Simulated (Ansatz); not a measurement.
# Al: the cost of one run

Program: Ansatz 0.2.0. Level of theory: DFT LDA, scalar-relativistic, plane waves, PAW. These are calculated values, not measurements.

### 1 The structure to begin with

The structure is cubic, space group Fm-3m (No. 225). Conventional cell: a = 4.050 Å, b = 4.050 Å, c = 4.050 Å, α = 90.00°, β = 90.00°, γ = 90.00°. Al (site symmetry m-3m) has 12 Al at 2.86 Å as nearest neighbours.

Structure file:

```xyz
1
Lattice="0.0000 2.0250 2.0250 2.0250 0.0000 2.0250 2.0250 2.0250 0.0000" Properties=species:S:1:pos:R:3 pbc="T T T"
Al    0.0000    0.0000    0.0000
```

### 2 Relaxing cell and atoms: Al, no spin

The input, input.yaml:

```yaml
crystal:
  lattice:
    - [0.0, 2.025, 2.025]
    - [2.025, 0.0, 2.025]
    - [2.025, 2.025, 0.0]
  atoms:
    - { symbol: Al, position: [0.0, 0.0, 0.0] }
scf:
  occupations: { method: gaussian, width: 0.1 }
output:
  forces: true
  stress: true
  eigenvalues: true
  write_density: true
  write_potential: true
  elf: true
  volumetric_format: npy
hamiltonian:
  xc: lda
relax:
  f_tol: 0.003
  max_steps: 60
  cell: { stress_tol: 0.02 }
kpoints:
  mp_grid: { grid: [24, 24, 24] }
```

The run is started by

```sh
$ ansatz run input.yaml --threads 8 --pin off --max-ram 16384MiB --backend cpu --events-out ev --progress --plain --runs-dir out
```

What time and memory should one allow on 8 threads of AMD EPYC 7R43 (Zen 3), shared host?

About 4.2 s, with a peak of 0.4 GiB.
